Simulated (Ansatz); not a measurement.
NbRu3C:

```
Ru Nb C
1.0
     4.06514    0.00000    0.00000
     0.00000    4.06514    0.00000
     0.00000    0.00000    4.06514
Ru Nb C
3 1 1
Direct
  0.50000 0.50000 0.00000
  0.50000 0.00000 0.50000
  0.00000 0.50000 0.50000
  0.00000 0.00000 0.00000
  0.50000 0.50000 0.50000
```

The cell comes from a database or a generator and needn't be the stable form of this composition.

Base run:

- Program: Ansatz 0.2.0
- Functional: r2SCAN
- Potentials or basis: Ansatz PAW
- Cutoff: 500 eV
- Density cutoff: 2000 eV
- k mesh: 7 × 7 × 7
- Occupations: fermi-dirac, width 0.05 eV
- Spin: no spin polarisation

Its results: band gap on the k mesh none (metal or under the smearing width); pressure -7.5 GPa.

The run is repeated on the same cell with these changes: functional from r2SCAN to PBE; cutoff from 500 eV to 420 eV; density cutoff from 2000 eV to 1680 eV. What comes out?

Band gap on the k mesh none (metal or under the smearing width); pressure -3.4 GPa.

Caveats: the PAW data sets come from PBE, with cores solved anew for the run's functional, which leaves a small shift of forces and pressure (some runs).

Not every run made on this cell is shown here.
